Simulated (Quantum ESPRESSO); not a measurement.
## Si3S in Quantum ESPRESSO: the effect of functional

The system is Si3S.

```
CELL_PARAMETERS angstrom
-2.52548 2.52548 2.52548
2.52548 -2.52548 2.52548
2.52548 2.52548 -2.52548
ATOMIC_POSITIONS crystal
Si 0.00000 0.50000 0.50000
Si 0.50000 0.00000 0.50000
Si 0.50000 0.50000 0.00000
S 0.00000 0.00000 0.00000
```

The cell was built by a generator and needn't be a form met in nature.

Alike in all runs:

* Program: Quantum ESPRESSO 7.5
* Task: phonons
* k mesh: 6 × 6 × 6, shifted
* Occupations: fermi-dirac, width 0.05 eV
* Spin: no spin polarisation

Each run relaxes the cell or the atoms first.

| functional | potentials or basis | cutoff | relaxed volume (Å³/atom) | highest phonon frequency (cm⁻¹) |
| --- | --- | --- | --- | --- |
| LDA | PseudoDojo 0.4.1 SR LDA standard | 735 eV | 15.30 | 351 |
| PBE | PseudoDojo 0.4.1 SR PBE standard | 707 eV | 15.99 | 326 |
| PBEsol | PseudoDojo 0.4.1 SR PBEsol standard | 707 eV | ? | ? |
| PW91 | PseudoDojo 0.4.1 SR PBE standard | 707 eV | 16.13 | 315 |
| AM05 | PseudoDojo 0.4.1 SR PBE standard | 707 eV | 15.49 | 366 |
| WC | PseudoDojo 0.4.1 SR PBE standard | 707 eV | 15.77 | 345 |

Problem. What does the run with functional PBEsol give?

Solution. Relaxed volume 15.55 Å³/atom; highest phonon frequency 354 cm⁻¹.

Caveats: the mesh is thin for the phonons of a metal; some modes are imaginary; the potentials were made for another functional, which shifts forces and pressure (some runs).
